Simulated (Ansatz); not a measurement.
# CH4BBrSi: the cost of one run

Computed with Ansatz 0.2.0, Gaussian basis. Level: the settings change from run to run.

## (1) The geometry

The structure was relaxed beforehand with PBE0-D4 in a triple-zeta def2 set.

SMILES `Br[SiH]1BC1`, 8 atoms, charge 0, spin multiplicity 1.

Atoms are counted from 1 here; the program's logs count them from 0.

Bond lengths: Br1–Si2 2.215 Å, Si2–B3 1.887 Å, Si2–C4 2.037 Å, Si2–H5 1.477 Å, B3–C4 1.482 Å, B3–H6 1.185 Å, C4–H7 1.096 Å, C4–H8 1.089 Å. Angles: Br1–Si2–B3 123.5°, Br1–Si2–C4 126.6°, Br1–Si2–H5 107.2°, B3–Si2–C4 44.2°, B3–Si2–H5 129.0°, C4–Si2–H5 102.4°, Si2–B3–C4 73.3°, Si2–B3–H6 138.5°, C4–B3–H6 131.9°, Si2–C4–B3 62.5°, Si2–C4–H7 82.4°, Si2–C4–H8 143.4°, B3–C4–H7 125.0°, B3–C4–H8 123.6°, H7–C4–H8 110.1°.

## (2) B97/ANO-RCC-VTZP

File in.yaml:

```yaml
crystal:
  periodic: [false, false, false]
  atoms:
    - {symbol: Br, position_ang: [-1.946326, 1.950019, -0.817232]}
    - {symbol: Si, position_ang: [-0.026084, 0.878927, -0.551390]}
    - {symbol: B, position_ang: [0.527554, 0.121930, 1.085988]}
    - {symbol: C, position_ang: [0.220263, -1.007397, 0.176567]}
    - {symbol: H, position_ang: [0.614106, 0.791449, -1.879536]}
    - {symbol: H, position_ang: [0.337254, 0.278339, 2.245378]}
    - {symbol: H, position_ang: [0.683732, -1.169201, -0.803001]}
    - {symbol: H, position_ang: [-0.318197, -1.901067, 0.487526]}
basis:
  gaussian: {orbitals: ANO-RCC-VTZP}
hamiltonian: {xc: {name: B97}}
```

Run with:

```bash
ansatz run in.yaml --threads 2 --pin off --events-out ev --progress --plain --max-ram 4352MiB
```

What time and memory should one allow on 2 threads of Arm Neoverse N1, shared host?

About 24 s, with a peak of 0.52 GiB.
